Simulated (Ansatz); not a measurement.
# Mo2: the cost of one run

Method: def2-TZVPP, core rule «outside noble gas», up to 8 orbitals frozen; program: Ansatz 0.2.0, Gaussian basis.

Plan: UHF; ROHF; CCSD(T) on UHF.

## 1. What is computed

The geometry is a PBE0/def2-TZVP stationary point (not a proven minimum) of the parent state, kept for this charge and spin. No spin-orbit coupling is included. Elements past krypton take def2 core potentials.

2 atoms, charge 1, spin multiplicity 6.

Atoms are counted from 1 here; the program's logs count them from 0.

Bond lengths: Mo1–Mo2 2.158 Å.

## 2. UHF

in.yaml

```yaml
crystal:
  periodic: [false, false, false]
  atoms:
    - {symbol: Mo, position_ang: [0.000000, 0.000000, 0.000000]}
    - {symbol: Mo, position_ang: [0.000000, 0.000000, 2.157600]}
basis:
  gaussian: {orbitals: def2-TZVPP}
total_charge: 1
magnetization: {spin_polarized: true, initial_magnetization: 5}
hamiltonian: {xc: hf}
output: {orbitals: {seedname: orbitals}}
```

Started as:

```sh
ansatz run in.yaml --threads 1 --pin off --events-out ev --progress --plain --max-ram 4096MiB --backend cpu
```

**Question.** How long does this run take on 1 thread of AMD EPYC 7R13, shared host, and how much memory does it need?

About 31 s, with a peak of 0.26 GiB.
